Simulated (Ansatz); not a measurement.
# GdTl, space group Pm-3m: cell relaxations under several functionals

With Ansatz's Python interface.

Notebook, run cell by cell (the value of a cell's last expression is shown):

**Cell 1**
```python
import ansatz
import numpy as np
```

**Cell 2**
```python
def edges_and_angles(cell):
    cell = np.asarray(cell)
    a, b, c = np.linalg.norm(cell, axis=1)
    cosines = cell[1] @ cell[2] / (b * c), cell[0] @ cell[2] / (a * c), cell[0] @ cell[1] / (a * b)
    return (a, b, c, *np.degrees(np.arccos(cosines)))
```

**Cell 3**
```python
gdtl = (
    ansatz.Lattice.from_parameters(3.813565, 3.813565, 3.813565, alpha=90.0, beta=90.0, gamma=90.0)
    .atom('Gd', (0.0, 0.0, 0.0))
    .atom('Tl', (0.5, 0.5, 0.5))
    .moments(Gd=7)
)
```

**Cell 4**
```python
job = (
    gdtl.calculation()
    .kpoints(4, 4, 4, shift=0.5)
    .occupations('fermi_dirac')  # smearing steadies the SCF of a metal
    .spin('collinear')  # spin-polarised run
    .basis(530, density_ratio=8)  # a bare number is in eV
    .scf(max_iterations=150, algorithm='direct_min')
    .relax(cell=True, max_steps=40, density_extrapolation='second_order')
)
```

**Cell 5**
```python
levels = [('r2scan', 'd4'), ('pbesol', 'none'), ('blyp', 'd3bj')]
print('level            a       b       c    alpha   beta  gamma  V/atom  steps')
for name, dispersion in levels:
    seen = []
    run = job.functional(name, dispersion=dispersion).session().plan()
    done = run.execute(on_event=lambda e: seen.append(e) if e['event'] == 'relax_step' else None)
    cell = done.lattice.cell_ang
    label = name if dispersion == 'none' else f'{name}+{dispersion}'
    print('{:13s} {:7.4f} {:7.4f} {:7.4f} {:6.2f} {:6.2f} {:6.2f}'.format(label, *edges_and_angles(cell)), f'{abs(np.linalg.det(cell)) / len(done.lattice.sites):7.3f} {len(seen):5d}')
```
Output:
```text
level            a       b       c    alpha   beta  gamma  V/atom  steps
r2scan+d4      3.8136  3.8136  3.8136  90.00  90.00  90.00  27.731     2
pbesol         3.7876  3.7876  3.7876  90.00  90.00  90.00  27.168     4
blyp+d3bj      3.7853  3.7853  3.7853  90.00  90.00  90.00  27.118     4
```

From smallest to largest: BLYP+D3BJ (27.12 Å³ an atom, -2.2 % against the start), PBEsol (27.17 Å³ an atom, -2.0 % against the start) and r2SCAN+D4 (27.73 Å³ an atom, +0.0 % against the start). The spread is 2.3 % in volume.

Caveats:
- These settings explore the input space; cutoff and mesh may be short of convergence.
- Open f shells: without a Hubbard U, without spin-orbit coupling; the state reached hangs on the start and needn't be the lowest.
- Forces vanish by symmetry, so the ions can't move, and the end may be a saddle.
- BLYP and dispersion corrections can be off by several per cent in the lattices of metals, and by several GPa in the pressure at a fixed cell.
- The mesh is modest for a metal, so energies can be off by several to tens of meV an atom and pressures by half a GPa or more; differences at equal mesh fare better.
- r2SCAN tends to overestimate the moments of itinerant magnets.
- The structure comes from a database of computed cells and needn't be a stable or known phase.
- Hardware and time: 82 s on 1 thread of Intel(R) Xeon(R) Platinum 8488C (Sapphire Rapids), with other jobs on the host, peak memory 0.86 GiB.
